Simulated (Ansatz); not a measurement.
# CrIr: the cost of one run

Computed with the Python package of Ansatz 0.2.0. The levels of theory stand in the script.

## (1) Starting point

Symmetry: P-6m2, No. 187, hexagonal system. Conventional cell: a = 2.668 Å, b = 2.668 Å, c = 4.200 Å, α = 90.00°, β = 90.00°, γ = 120.00°. Cr (site symmetry -6m2) is surrounded by 6 Ir at 2.60 Å and 6 Cr at 2.67 Å. Around Ir (site symmetry -6m2) lie 6 Cr at 2.60 Å and 6 Ir at 2.67 Å.

The script holds or builds the structure itself.

## (2) Script

xc_crir.py reads:

```python
"""Functional comparison for CrIr (totals differ with the potentials too)."""

from dataclasses import dataclass

import ansatz
from tabulate import tabulate


@dataclass(frozen=True)
class RunConfig:
    kgrid: tuple[int, ...] = (14, 14, 8)
    filling: str = "fermi_dirac"


opts = RunConfig()


def main() -> None:
    system = (
        ansatz.Lattice.of([2.667533, 0.0, 0.0], [-1.333767, 2.310151, 0.0], [0.0, 0.0, 4.199743])
        .atom("Cr", [2 / 3, 1 / 3, 0.0])
        .atom("Ir", [1 / 3, 2 / 3, 0.5])
        .moments(Cr=3.9)
    )

    calculation = (
        system.calculation()
        .kpoints(*opts.kgrid)
        .occupations(opts.filling, width=100 * ansatz.meV)
        .spin("collinear")
        .stress()
    )

    rows = []
    for value in ["blyp", "pbesol", "r2scan"]:
        data = calculation.functional(value).run(threads=1, backend="cpu").report
        rows.append((value, data["free_energy_ev"] / len(data["lattice"]["sites"]), data["n_iterations"], sum(data["stress_gpa"][i][i] for i in range(3)) / 3, data["magnetization_mub"], data["n_kpoints"]))

    print(tabulate(rows, headers=["functional", "F/atom (eV)", "iterations", "P (GPa)", "moment (muB)", "k-points"], floatfmt=".4f", tablefmt="simple"))


if __name__ == "__main__":
    main()
```

## (3) Launch

Started as:

```sh
> python xc_crir.py
```

**Question.** How long does this script take on 1 thread of Arm Neoverse V2, shared host, and how much memory does it need?

About 6.9 min, with a peak of 0.91 GiB.
